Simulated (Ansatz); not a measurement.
CuSn3 under changes of volume

One of the cells (24.437 Å³/atom); the others are scaled copies at fixed shape and fractional positions:

```
Sn Cu
1.0
    -2.23990    2.23990    4.87070
     2.23990   -2.23990    4.87070
     2.23990    2.23990   -4.87070
Sn Cu
3 1
Direct
  0.50000 0.50000 0.00000
  0.25000 0.75000 0.50000
  0.75000 0.25000 0.50000
  0.00000 0.00000 0.00000
```

The cell comes from a database or a generator and needn't be the stable form of this composition.

| Property | Result |
| --- | --- |
| Program | Ansatz 0.2.0 |
| Functional | PBEsol |
| Potentials or basis | all-electron LAPW, scalar-relativistic |
| Cutoff | 188 eV (chosen from the basis error) |
| Basis error allowed | 0.001 eV/atom |
| k mesh | 8 × 8 × 8 |
| Occupations | fermi-dirac, width 0.05 eV |
| Spin | no spin polarisation |

| volume (Å³/atom) | energy over the lowest point (meV/atom) | pressure (GPa) |
| --- | --- | --- |
| 22.971 | 0.00 | -1.0 |
| 23.460 | 4.69 | -2.1 |
| 23.948 | 12.74 | -3.2 |
| 24.437 | 23.80 | -4.1 |
| 24.926 | 37.54 | -4.9 |
| 25.415 | 53.62 | -5.6 |
| 25.903 | ? | ? |

Problem. What does the run at 25.903 Å³/atom give?

Solution. Energy over the lowest point 71.80 meV/atom; pressure -6.3 GPa.

Worked out: A Birch-Murnaghan fit of order 3 (a polynomial in V^(-2/3)) to the other rows has its minimum at 22.62 Å³/atom, just outside them, with B0 = V·E''(V) = 63 GPa and B' = 4.6 at fixed shape and positions, which overstates the stiffness. It gives 71.76 meV/atom at 25.903 Å³/atom, against the run's 71.80, and -dE/dV = -6.3 GPa, against -6.3.

Energies are extrapolated to zero smearing.
